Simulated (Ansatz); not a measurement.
# AgRh in Ansatz: the effect of functional

The system is AgRh.

```xyz
2
Lattice="2.7589 0.0000 0.0000 -1.3795 2.3893 0.0000 0.0000 0.0000 4.7763" Properties=species:S:1:pos:R:3 pbc="T T T"
Ag    0.0000    0.0000    2.3882
Rh    1.3795    0.7964    0.0000
```

The cell comes from a database or a generator and needn't be the stable form of this composition.

The cell isn't the ideal one: volume scaled by 0.98.

Alike in all runs:

```yaml
Program: Ansatz 0.2.0
Task: single point
Potentials_or_basis: Ansatz PAW
k_mesh: 11 × 11 × 6
Occupations: fermi-dirac, width 0.05 eV
Spin: no spin polarisation
```

| functional | cutoff | pressure (GPa) |
| --- | --- | --- |
| LDA | 420 eV (not typed: the program's choice for these potentials) | -13.0 |
| PBEsol | 420 eV (not typed: the program's choice for these potentials) | -7.8 |
| r2SCAN | 500 eV (not typed: the program's choice for these potentials) | ? |

Question: What does the run with functional r2SCAN give?

Answer: Pressure -3.6 GPa.

Caveats: the PAW data sets come from PBE, with cores solved anew for the run's functional, which leaves a small shift of forces and pressure.
